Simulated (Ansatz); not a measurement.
**HfS (triplet): wave-function methods side by side, def2-TZVPP**

An exercise on one series of results from a longer session: the logs are not shown, and one member is left open.

The runs use Ansatz 0.2.0, Gaussian basis; def2-TZVPP, core rule «outside noble gas», up to 9 orbitals frozen.

The runs, in order: UHF; ROHF; CCSD(T) on UHF.

2 further runs of the same task are left out: 2 set aside as unsound or not needed.

## What is computed

The geometry is a PBE0/def2-TZVP stationary point (not a proven minimum) of the parent state, kept for this charge and spin. No spin-orbit coupling is included. Elements past krypton take def2 core potentials.

2 atoms, charge 0, spin multiplicity 3.

Atoms are counted from 1 here; the program's logs count them from 0.

Bond lengths: Hf1–S2 2.164 Å.

Set-up of the first run:

in.yaml

```yaml
crystal:
  periodic: [false, false, false]
  atoms:
    - {symbol: Hf, position_ang: [0.000000, 0.000000, 0.000000]}
    - {symbol: S, position_ang: [0.000000, 0.000000, 2.163711]}
basis:
  gaussian: {orbitals: def2-TZVPP}
magnetization: {spin_polarized: true, initial_magnetization: 2}
hamiltonian: {xc: hf}
output: {orbitals: {seedname: orbitals}}
```

Launch:

```bash
$ ansatz run in.yaml --threads 1 --pin off --events-out ev --progress --plain --max-ram 4096MiB --backend cpu
```

Steps of the session up to this table: UHF; ROHF; CCSD(T) on UHF.

One table of the session follows, with a row left open; its other results are not shown here.

```
  method  from UCCSD(T) (kJ/mol)
    ROHF                  +715.2
     UHF                       ?
    UMP2                   +79.9
   UCCSD                   +47.3
UCCSD(T)                       0
```

**Question.** Estimate the row for UHF.

As computed: from UCCSD(T) (kJ/mol): +704.5. In the column «from UCCSD(T) (kJ/mol)» it lies between UMP2 (+79.9) and ROHF (+715.2).
